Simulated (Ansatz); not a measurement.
# Ir (fcc type): the cost of one run

Program: Ansatz 0.2.0. Level of theory: DFT, LDA, PAW with Ansatz's default frozen-core files, scalar-relativistic. These are calculated values, not measurements.

## (1) The starting structure

Symmetry: Fm-3m, No. 225, cubic system. The conventional cell has a = 3.839 Å, b = 3.839 Å, c = 3.839 Å, α = 90.00°, β = 90.00°, γ = 90.00°. Ir (site symmetry m-3m) has 12 Ir at 2.71 Å as nearest neighbours.

Coordinates:

```
CELL_PARAMETERS angstrom
0.00000 1.91974 1.91974
1.91974 0.00000 1.91974
1.91974 1.91974 0.00000
ATOMIC_POSITIONS crystal
Ir 0.00000 0.00000 0.00000
```

## (2) Bulk cell relaxed, PAW

Contents of input.yaml:

```yaml
crystal:
  lattice:
    - [0.0, 1.9197388244, 1.9197388244]
    - [1.9197388244, 0.0, 1.9197388244]
    - [1.9197388244, 1.9197388244, 0.0]
  atoms:
    - { symbol: Ir, position: [0.0, 0.0, 0.0] }
kpoints:
  mp_grid: { grid: [19, 19, 19] }
scf:
  occupations: { method: fermi_dirac, width: 0.1 }
hamiltonian:
  xc: lda
  pseudopotentials: { kind: paw }
output:
  forces: true
  stress: true
relax:
  f_tol: 0.005
  max_steps: 40
  cell: {}
```

On the command line:

```bash
$ ansatz run input.yaml --threads 2 --pin off --max-ram 4096MiB --backend cpu --events-out ev --progress --plain --runs-dir out
```

**Question.** How long does this run take on 2 threads of Intel Xeon Platinum 8488C (Sapphire Rapids), shared host, and how much memory does it need?

About 3.6 s, with a peak of 0.37 GiB.
